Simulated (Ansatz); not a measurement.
# C2H7FGaN: up Jacob's ladder to CCSD(T)

One table from this session's results is given with a row withheld; the runs are named, their logs left out.

Program: Ansatz 0.2.0, Gaussian basis. Level of theory: functionals in def2-TZVPP, the program's frozen cores in correlated methods. These are calculated values, not measurements.

Plan: PBE-D4, r2SCAN-D4, PBE0-D4, B3LYP-D4, ωB97X-V, ωB97M-V, B2PLYP; CCSD(T)/def2-TZVPP; MP2/def2-QZVPP; extrapolation to the limit.

## Structure used throughout

An earlier PBE0-D4 in a triple-zeta def2 set relaxation fixed the geometry.

12 atoms, charge 0, spin multiplicity 1.

Atoms are counted from 1 here; the program's logs count them from 0.

Bond lengths: C1–N2 1.452 Å, C1–H6 1.091 Å, C1–H7 1.089 Å, C1–H8 1.091 Å, N2–C3 1.286 Å, N2–H9 1.016 Å, C3–Ga5 2.084 Å, C3–H10 1.093 Å, F4–Ga5 1.800 Å, Ga5–H11 1.583 Å, Ga5–H12 1.585 Å. Angles: N2–C1–H6 109.5°, N2–C1–H7 108.6°, N2–C1–H8 109.9°, H6–C1–H7 109.7°, H6–C1–H8 109.2°, H7–C1–H8 109.9°, C1–N2–C3 124.3°, C1–N2–H9 115.1°, C3–N2–H9 120.6°, N2–C3–Ga5 127.8°, N2–C3–H10 112.3°, Ga5–C3–H10 119.8°, C3–Ga5–F4 96.8°, C3–Ga5–H11 104.4°, C3–Ga5–H12 106.0°, F4–Ga5–H11 113.3°, F4–Ga5–H12 113.2°, H11–Ga5–H12 119.7°.

The first run:

File in.yaml:

```yaml
crystal:
  periodic: [false, false, false]
  atoms:
    - {symbol: C, position_ang: [-1.213341, -0.296997, 1.092256]}
    - {symbol: N, position_ang: [0.022280, -0.977884, 0.748543]}
    - {symbol: C, position_ang: [0.846607, -0.572696, -0.151323]}
    - {symbol: F, position_ang: [2.008945, 0.690323, -2.501144]}
    - {symbol: Ga, position_ang: [0.700774, 1.128636, -1.345672]}
    - {symbol: H, position_ang: [-2.031071, -1.018162, 1.121470]}
    - {symbol: H, position_ang: [-1.416829, 0.457453, 0.334257]}
    - {symbol: H, position_ang: [-1.116035, 0.176307, 2.070891]}
    - {symbol: H, position_ang: [0.214074, -1.818919, 1.284920]}
    - {symbol: H, position_ang: [1.714890, -1.230472, -0.246229]}
    - {symbol: H, position_ang: [1.092327, 2.320767, -0.380255]}
    - {symbol: H, position_ang: [-0.745520, 1.086342, -1.993613]}
basis:
  gaussian: {orbitals: def2-TZVPP}
hamiltonian: {xc: pbe, dispersion: d4}
output: {forces: true, orbitals: {seedname: orbitals}}
```

Run with:

```console
ansatz run in.yaml --threads 4 --pin off --events-out ev --progress --plain --max-ram 10444MiB
```

Steps of the session up to this table: PBE-D4 (GGA); r2SCAN-D4 (meta-GGA); PBE0-D4 (hybrid); B3LYP-D4 (hybrid); ωB97X-V (range-separated); ωB97M-V (range-separated); B2PLYP (double hybrid); CCSD(T) in def2-TZVPP; MP2 in def2-QZVPP.

One of the session's tables, all rows but one given; the rest of the session is left out.

```
            method  atomisation energy (kJ/mol)
            PBE-D4                       4191.4
         r2SCAN-D4                       4119.8
           PBE0-D4                       4109.2
          B3LYP-D4                       4115.1
           ωB97X-V                            ?
           ωB97M-V                       4120.4
            B2PLYP                       4072.9
     HF/def2-TZVPP                       2943.7
    MP2/def2-TZVPP                       4069.9
   CCSD/def2-TZVPP                       3966.6
CCSD(T)/def2-TZVPP                       4026.7
           MP2/CBS                       4166.2
       CCSD(T)/CBS                       4123.1
```

Estimate the missing values for ωB97X-V.

The run gave: atomisation energy (kJ/mol): 4131.9. In the column «atomisation energy (kJ/mol)» it lies between CCSD(T)/CBS (4123.1) and MP2/CBS (4166.2).
